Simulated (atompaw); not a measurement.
# A PAW (atompaw) potential for tantalum, from input to tests

Do these settings give a usable potential? It is generated, then checked for scattering, ghosts and hardness.

Program: atompaw 4.2.0.5. Reference atom: LDA (PW92), scalar-relativistic, spherical and spin-unpolarised. All values are calculated.

**1. Settings**

Typed settings, in words:

| Item | Value |
| --- | --- |
| element | tantalum (Ta, Z = 73) |
| type | PAW |
| frozen core | [Kr] 4d10 4f14 5s2 |
| valence charge | 11 |
| reference configuration | 5p6 5d3 6s2 6p0 |
| partial waves | 6s (bound): rc 3.00 bohr; 6s channel at 0.05 Ry: rc 3.00 bohr; 5p (bound): rc 1.65 bohr; 6p (bound, empty): rc 2.25 bohr; 5d (bound): rc 2.45 bohr; 5d channel at 1.65 Ry: rc 2.45 bohr |
| local potential | bessel scheme, radius 2.90 bohr |
| core correction | smooth core density matched at 2.70 bohr |
| augmentation charge | gaussian compensation charge, radius 2.60 bohr; PAW radius 3.00 bohr; waves and projectors: custom polynom vanderbiltortho |

The nodes and maxima of the atom's own shells, from an earlier all-electron run, set the scale for the radii.

All-electron outer shells of the reference configuration (LDA (PW92), scalar-relativistic, ld1.x):

```tsv
shell	level (eV)	outermost node (bohr)	outermost maximum (bohr)
5s	-73.19	0.54	0.98
5p	-39.56	0.58	1.13
4f	-24.93	–	0.44
6s	-5.61	1.32	2.74
5d	-3.78	0.65	1.58
6p	-1.48	1.59	3.89
```

**2. Generation**

The input, Ta.input:

```
Ta 73
LDA-PW scalarrelativistic loggrid 2001 logderivrange -5 5 251
6 6 5 4 0 0
6 1 0
5 2 3
0 0 0
c
c
c
c
c
v
c
c
c
v
v
c
c
v
c
2
3.00 2.60 2.90 2.70
y
0.05
n
n
y
1.65
n
custom polynom vanderbiltortho gaussian
bessel
3.00
3.00
1.65
2.25
2.45
2.45
PWSCFOUT
UPFDX 0.0125d0 UPFXMIN -7.d0 UPFZMESH 73.d0
END
```

Command:

```
$ atompaw < Ta.input > Ta.log
```

Before running it: what results should come out? Wanted: cutoffs for 10 and 1 mRy, occupied levels; bound ghosts; largest phase difference near zero energy, channels read; lowest eigenvalue of the overlap; share of valence orbitals outside the PAW sphere; UPF file.

**Answer**, as computed:

```
                                                quantity                              value
               cutoffs for 10 and 1 mRy, occupied levels                    25 Ry and 45 Ry
                                            bound ghosts                         none found
largest phase difference near zero energy, channels read                          0.016 rad
         lowest eigenvalue of the overlap (Bessel basis)                          0.161 (s)
        share of valence orbitals outside the PAW sphere  6s 54 %, 5p 0 %, 6p 85 %, 5d 20 %
                                                UPF file                        not written
```

**Reading.** It counts as soft on the atom, with 25 Ry needed at the looser tolerance. The slowest occupied level is 5p: taken alone it needs 30 Ry to come within 1 mRy, against 18 Ry for 5d. No bound ghost shows below the valence levels. Near zero energy the phases of the channels with partial waves agree within 0.016 rad. Note that the frozen 4f shell (-25 eV) lies higher than the valence 5p shell (-40 eV). The pseudo core plus compensation charge is negative at some radii, so no UPF file was written. These are tests on the free atom; a crystal test is still owed.
